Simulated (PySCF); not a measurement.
# GeBr: bond curves at several levels of theory

Aim: find the lowest electronic state of GeBr, scan its bond at several levels of theory, and get bond length, wavenumber and dissociation energy from each curve.

The runs use PySCF 2.14.0; Ge def2-TZVPP, Br def2-TZVPP, no relativity.

## (1) The job

A driver script around PySCF takes these settings:

```yaml
atoms: Ge, Br
charge: 0
basis: Ge def2-TZVPP, Br def2-TZVPP
Hamiltonian: no relativity
basis_functions: 96
electrons_treated: 67
masses_in_u: 73.9212, 78.9183
levels: PBE0, PBE, r²SCAN, revPBE, M06-L, BHandHLYP, TPSS, ωB97M-V, HF, MP2, SCS-MP2, CCSD, CCSD(T)
grid: 80 radial by 434 angular points
occupations: held fixed by the projection of orbital angular momentum
dissociation_limit: Ge + Br, each in its ground configuration
starting_distance_in_angstrom: 2.275
values_of_2S_to_try: 1, 3
```

Started as:

```console
OMP_NUM_THREADS=2 python dia.py task.json out
```

The runs that follow: First curve: PBE0; Other states along the same grid; PBE; r²SCAN; revPBE (GGA); M06-L; BHandHLYP; TPSS; ωB97M-V; UHF; Adding correlation.

What does the calculation give? Wanted: for each run, Re; ωe; De; μ.

**Answer**, as computed:

Lowest PBE0 solution found, without spin–orbit coupling: ²Π (doublet), unpaired electrons π ↑. State 2 has its PBE0 minimum 3.16 eV higher. The other levels ran on the lowest alone.

```
      level  Re (Å)  ωe (cm⁻¹)  De (eV)  μ (D)
        UHF   2.351      289.2     2.36  -2.09
    UHF-MP2   2.313        307     3.62    n/a
UHF-SCS-MP2   2.325        301     3.50    n/a
   UHF-CCSD   2.324        302     3.36    n/a
UHF-CCSD(T)   2.325        301     3.50    n/a
        PBE   2.347      285.1     3.88  -1.46
     revPBE   2.359      280.2     3.67  -1.52
       TPSS   2.343      286.0     3.81  -1.48
     r²SCAN   2.325      295.7     3.81  -1.38
      M06-L   2.333      289.4     3.73  -1.33
       PBE0   2.327      296.2     3.71  -1.56
  BHandHLYP   2.335      292.6     3.44  -1.86
    ωB97M-V   2.326      297.6     3.63  -1.76
```

De is counted to Ge + Br in their ground configurations. A positive dipole means Ge(−)Br(+).

Differences from CCSD(T) in the same basis:

```
      level  Re (mÅ)  ωe (%)
        UHF      +26    -4.1
    UHF-MP2      -12    +1.8
UHF-SCS-MP2        0    -0.1
   UHF-CCSD       -2    +0.3
        PBE      +22    -5.4
     revPBE      +34    -7.1
       TPSS      +17    -5.1
     r²SCAN        0    -1.9
      M06-L       +8    -4.0
       PBE0       +1    -1.7
  BHandHLYP      +10    -2.9
    ωB97M-V        0    -1.3
```

In words: Against CCSD(T) in the same basis, the bond length is nearest at UHF-SCS-MP2 and r²SCAN and ωB97M-V (0 mÅ) and farthest at revPBE (+34 mÅ); the wavenumber is nearest at UHF-SCS-MP2 (-0.1 %) and farthest at revPBE (-7.1 %). Of the levels with a De here, UHF gives the least (2.36 eV) and PBE the most (3.88 eV).

Correlated steps freeze 18 core orbitals.
